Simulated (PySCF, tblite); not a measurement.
# C3H8NSi2−: a rotation path, then NMR shifts on frames, part 1 of 2

How do NMR shifts of C3H8NSi2− (`CC#C[SiH2][N-][SiH3]`) change as the atoms move?

Programs: tblite 0.8.0 and PySCF 2.14.0, with density-fitted response routines of our own. Each step states its level of theory. These are calculated values for one molecule in the gas phase, unless marked as measured. Atoms count from 0, in the outputs and in this text.

## (1) The starting structure

14 atoms, charge -1, multiplicity 1; geometry from: GFN2-xTB.

Bonds of the start (Å): C0–C1 1.46, C1–C2 1.20, C2–Si3 1.88, Si3–N4 1.66, N4–Si5 1.67, C0–H6 1.09, C0–H7 1.09, C0–H8 1.09, Si3–H9 1.49, Si3–H10 1.50, Si5–H11 1.50, Si5–H12 1.50, Si5–H13 1.49.

## (2) A band between two rotamers with GFN2-xTB

What the job is given:

```
{"job": {"kind": "neb", "xc": "GFN2-xTB", "basis": "xTB", "atoms": [2, 3, 4, 5], "turn": 120}, "charge": -1, "multiplicity": 1}
C     -3.223147     0.050663     0.867569
C     -1.995336     0.404585     0.163263
C     -0.987923     0.695316    -0.427951
Si     0.638869     1.141476    -1.262978
N      2.014550     1.023053    -0.333411
Si     3.003917    -0.154952     0.309526
H     -3.466180    -1.002924     0.706263
H     -3.105794     0.218927     1.940891
H     -4.059312     0.658390     0.510354
H      0.435919     2.568100    -1.654334
H      0.511588     0.354048    -2.538031
H      3.881790    -0.898018    -0.656438
H      2.389966    -1.270344     1.099742
H      3.960415     0.491233     1.253368
```

With the program's defaults for keys left out, this is: GFN2-xTB climbing-image nudged elastic band, gas phase.

Launch:

```
> OMP_NUM_THREADS=1 python probes_run.py task.json out
```

This one command runs all jobs of the session in turn.

Log:

```text
image   E - E0 / eV
  0       0.0000
  1       0.0051
  2       0.0118
  3       0.0163
  4       0.0157
  5       0.0115
  6       0.0076
  7       0.0064
  8       0.0041
```

It took 5.7 s on 1 thread of Intel Xeon Platinum 8259CL at 2.50GHz, shared host; peak memory 0.19 GiB.

The final band, with the dihedral C2–Si3–N4–Si5:

```
image  dihedral (°)  energy (eV)  energy (kcal/mol)
    0            74        0.000                0.0
    1            88        0.005                0.1
    2           104        0.012                0.3
    3           121        0.016                0.4
    4           138        0.016                0.4
    5           154        0.011                0.3
    6           167        0.008                0.2
    7           180        0.006                0.1
    8           188        0.004                0.1
```

## (3) Nuclear shieldings: image 0, PBE0/pcSseg-1

What the job is given:

```
{"job": {"kind": "nmr", "xc": "PBE0", "basis": "pcSseg-1", "pop": false}, "charge": -1, "multiplicity": 1}
C     -3.223100     0.050700     0.867600
C     -1.995300     0.404600     0.163300
C     -0.987900     0.695300    -0.428000
Si     0.638900     1.141500    -1.263000
N      2.014600     1.023100    -0.333400
Si     3.003900    -0.155000     0.309500
H     -3.466200    -1.002900     0.706300
H     -3.105800     0.218900     1.940900
H     -4.059300     0.658400     0.510400
H      0.435900     2.568100    -1.654300
H      0.511600     0.354000    -2.538000
H      3.881800    -0.898000    -0.656400
H      2.390000    -1.270300     1.099700
H      3.960400     0.491200     1.253400
```

With the program's defaults for keys left out, this is: GIAO PBE0/pcSseg-1 NMR shielding, non-relativistic, gas phase.

Log:

```text
coarse grid: 12528 points
cycle   1  E = -752.1832893868  dE =  3.934e-01  |g| = 7.874e-01  |ddm| = 3.658e+00
cycle   2  E = -751.6950080945  dE =  4.883e-01  |g| = 1.540e+00  |ddm| = 4.070e+00
cycle   3  E = -752.3356247663  dE = -6.406e-01  |g| = 2.014e-01  |ddm| = 3.279e+00
cycle   4  E = -752.3456462031  dE = -1.002e-02  |g| = 5.929e-02  |ddm| = 3.110e-01
cycle   5  E = -752.3466231106  dE = -9.769e-04  |g| = 1.111e-02  |ddm| = 9.116e-02
cycle   6  E = -752.3466319492  dE = -8.839e-06  |g| = 1.012e-02  |ddm| = 1.858e-02
cycle   7  E = -752.3466564868  dE = -2.454e-05  |g| = 1.201e-03  |ddm| = 8.245e-03
cycle   8  E = -752.3466568473  dE = -3.605e-07  |g| = 3.518e-04  |ddm| = 1.565e-03
final grid: 111448 points
cycle   9  E = -752.3809952955  dE = -1.500e-05  |g| = 6.525e-03  |ddm| = 3.652e-02
cycle  10  E = -752.3809825248  dE =  1.277e-05  |g| = 9.956e-03  |ddm| = 1.774e-02
cycle  11  E = -752.3810046290  dE = -2.210e-05  |g| = 1.875e-03  |ddm| = 1.184e-02
cycle  12  E = -752.3810054757  dE = -8.467e-07  |g| = 1.932e-04  |ddm| = 2.061e-03
cycle  13  E = -752.3810054768  dE = -1.076e-09  |g| = 1.709e-04  |ddm| = 2.633e-04
cycle  14  E = -752.3810054840  dE = -7.240e-09  |g| = 1.944e-05  |ddm| = 1.523e-04
cycle  15  E = -752.3810054841  dE = -8.117e-11  |g| = 4.946e-06  |ddm| = 2.971e-05
converged SCF energy = -752.3810054841

GIAO shielding tensors (ppm)
atom      isotropic    diamagn.    paramagn.     s11        s22        s33       span
  0 C      179.739     250.458     -70.719    172.300    172.883    194.035     21.735
  1 C       94.874     274.568    -179.695      7.782     15.065    261.773    253.991
  2 C       84.301     260.962    -176.661    -11.619     -4.302    268.825    280.445
  3 Si     443.612     880.087    -436.475    382.942    391.589    556.305    173.363
  4 N      250.004     328.497     -78.493    145.172    278.162    326.679    181.506
  5 Si     439.897     878.983    -439.086    378.557    392.100    549.033    170.476
  6 H       29.865      30.151      -0.286     24.908     28.437     36.251     11.344
  7 H       29.765      30.110      -0.344     24.824     28.433     36.039     11.214
  8 H       29.946      26.352       3.595     24.972     28.321     36.546     11.573
  9 H       26.427      29.121      -2.694     22.556     25.191     31.535      8.980
 10 H       26.138      29.903      -3.765     22.606     24.755     31.053      8.447
 11 H       26.343      28.971      -2.628     23.112     23.852     32.064      8.952
 12 H       26.298      31.057      -4.759     22.752     24.556     31.587      8.835
 13 H       26.593      29.224      -2.630     23.203     24.278     32.300      9.097
```

It took 21 s on 1 thread of Intel Xeon Platinum 8259CL at 2.50GHz, shared host; peak memory 0.73 GiB.

Shifts follow as δ = σ(reference) − σ, with reference shieldings (ppm) from runs at the same level and on the same kind of geometry: ¹H TMS 31.72, ¹³C TMS 186.9, ²⁹Si TMS 349.2, ¹⁵N NH3 267.7. The references are single molecules in the gas phase, so shifts against H2O, NH3, PH3, H3PO4 or CFCl3 are not on the usual liquid scales and can be off by tens of ppm. Each atom is listed at this fixed geometry, with no averaging over motion; a spectrum would average atoms that exchange fast.

```
atoms                              environment  σ (ppm)  δ (ppm)
   C2                            alkyne carbon     84.3    102.6
   C1                            alkyne carbon     94.9     92.1
   C0                propargylic methyl carbon    179.7      7.2
  H10     hydrogen on a silicon bonded to C, N    26.14     5.58
  H12        hydrogen on a silicon bonded to N    26.30     5.42
  H11        hydrogen on a silicon bonded to N    26.34     5.37
   H9     hydrogen on a silicon bonded to C, N    26.43     5.29
  H13        hydrogen on a silicon bonded to N    26.59     5.12
   H7  hydrogen on a propargylic methyl carbon    29.77     1.95
   H6  hydrogen on a propargylic methyl carbon    29.87     1.85
   H8  hydrogen on a propargylic methyl carbon    29.95     1.77
  Si5                 silicon bonded to N, 3 H    439.9    -90.7
  Si3              silicon bonded to C, N, 2 H    443.6    -94.5
   N4                  nitrogen bonded to 2 Si    250.0     17.7
```

## (4) Shielding tensors: image 1, PBE0/pcSseg-1

What the job is given:

```
{"job": {"kind": "nmr", "xc": "PBE0", "basis": "pcSseg-1", "pop": false}, "charge": -1, "multiplicity": 1}
C     -3.304000     0.113000     0.863300
C     -2.050300     0.416500     0.182100
C     -1.018200     0.668600    -0.383100
Si     0.627000     1.063300    -1.209000
N      1.973600     0.979000    -0.234600
Si     3.090500    -0.147200     0.277200
H     -3.547900    -0.946500     0.754100
H     -3.215000     0.335200     1.929000
H     -4.124500     0.706900     0.450000
H      0.431000     2.471000    -1.671600
H      0.520300     0.214600    -2.444100
H      4.096100    -0.605300    -0.743200
H      2.606100    -1.447000     0.845500
H      3.914600     0.457500     1.362400
```

Level: GIAO PBE0/pcSseg-1 NMR shielding, non-relativistic, gas phase.

Log:

```text
coarse grid: 12528 points
cycle   1  E = -752.1820622719  dE =  3.951e-01  |g| = 7.893e-01  |ddm| = 3.662e+00
cycle   2  E = -751.6952338513  dE =  4.868e-01  |g| = 1.540e+00  |ddm| = 4.113e+00
cycle   3  E = -752.3354517772  dE = -6.402e-01  |g| = 1.986e-01  |ddm| = 3.324e+00
cycle   4  E = -752.3451081777  dE = -9.656e-03  |g| = 5.959e-02  |ddm| = 3.056e-01
cycle   5  E = -752.3460715455  dE = -9.634e-04  |g| = 1.431e-02  |ddm| = 9.026e-02
cycle   6  E = -752.3460966951  dE = -2.515e-05  |g| = 1.098e-02  |ddm| = 2.022e-02
cycle   7  E = -752.3461258239  dE = -2.913e-05  |g| = 1.128e-03  |ddm| = 9.391e-03
cycle   8  E = -752.3461261427  dE = -3.188e-07  |g| = 3.404e-04  |ddm| = 1.576e-03
final grid: 111448 points
cycle   9  E = -752.3807428779  dE = -1.456e-05  |g| = 6.461e-03  |ddm| = 3.794e-02
cycle  10  E = -752.3807306017  dE =  1.228e-05  |g| = 9.801e-03  |ddm| = 1.763e-02
cycle  11  E = -752.3807520419  dE = -2.144e-05  |g| = 1.848e-03  |ddm| = 1.178e-02
cycle  12  E = -752.3807528606  dE = -8.187e-07  |g| = 1.876e-04  |ddm| = 2.032e-03
cycle  13  E = -752.3807528617  dE = -1.095e-09  |g| = 1.643e-04  |ddm| = 2.550e-04
cycle  14  E = -752.3807528684  dE = -6.668e-09  |g| = 2.016e-05  |ddm| = 1.492e-04
cycle  15  E = -752.3807528685  dE = -9.095e-11  |g| = 4.881e-06  |ddm| = 2.995e-05
converged SCF energy = -752.3807528685

GIAO shielding tensors (ppm)
atom      isotropic    diamagn.    paramagn.     s11        s22        s33       span
  0 C      179.804     250.571     -70.767    172.264    173.061    194.087     21.823
  1 C       95.481     274.854    -179.373      8.101     15.777    262.567    254.466
  2 C       83.949     260.401    -176.452    -12.319     -4.640    268.807    281.126
  3 Si     443.238     880.108    -436.869    383.846    391.207    554.662    170.816
  4 N      253.420     327.793     -74.373    152.817    281.464    325.980    173.162
  5 Si     439.597     878.884    -439.287    378.434    392.074    548.282    169.847
  6 H       29.886      30.182      -0.295     24.899     28.474     36.285     11.385
  7 H       29.779      29.979      -0.201     24.819     28.453     36.063     11.244
  8 H       29.946      26.401       3.545     24.983     28.310     36.543     11.560
  9 H       26.429      29.124      -2.695     22.499     25.280     31.508      9.010
 10 H       26.168      30.059      -3.891     22.598     24.904     31.002      8.404
 11 H       26.338      28.613      -2.275     23.010     23.936     32.068      9.057
 12 H       26.302      30.732      -4.430     22.750     24.440     31.716      8.967
 13 H       26.585      29.277      -2.691     23.227     24.248     32.281      9.055
```

Wall time 20 s (1 thread of Intel Xeon Platinum 8259CL at 2.50GHz, shared host); peak memory 0.75 GiB.

This run: δ C2 103.0, C1 91.4, C0 7.1, Si5 -90.4, H10 5.55, H12 5.41 ppm.

(Continued in part 2 of 2.)
